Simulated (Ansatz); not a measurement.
# BiTe in Ansatz: the effect of functional

Crystal: BiTe.

```
Bi Te
1.0
     2.43875    1.40801    3.33926
    -2.43875    1.40801    3.33926
     0.00000   -2.81603    3.33926
Bi Te
1 1
Direct
  0.50000 0.50000 0.50000
  0.00000 0.00000 0.00000
```

The cell comes from a database or a generator and needn't be the stable form of this composition.

The cell isn't the ideal one: volume scaled by 1.02.

Alike in all runs:

```yaml
Program: Ansatz 0.2.0
Task: single point
Potentials_or_basis: Ansatz PAW
k_mesh: 7 × 7 × 7
Occupations: fermi-dirac, width 0.05 eV
Spin: no spin polarisation
```

```csv
functional,cutoff,pressure (GPa)
LDA,420 eV (not typed: the program's choice for these potentials),-4.2
PBEsol,420 eV (not typed: the program's choice for these potentials),?
r2SCAN,500 eV (not typed: the program's choice for these potentials),-1.5
```

Task: What does the run with functional PBEsol give?

Result: Pressure -3.2 GPa.

Caveats: the PAW data sets come from PBE, with cores solved anew for the run's functional, which leaves a small shift of forces and pressure.
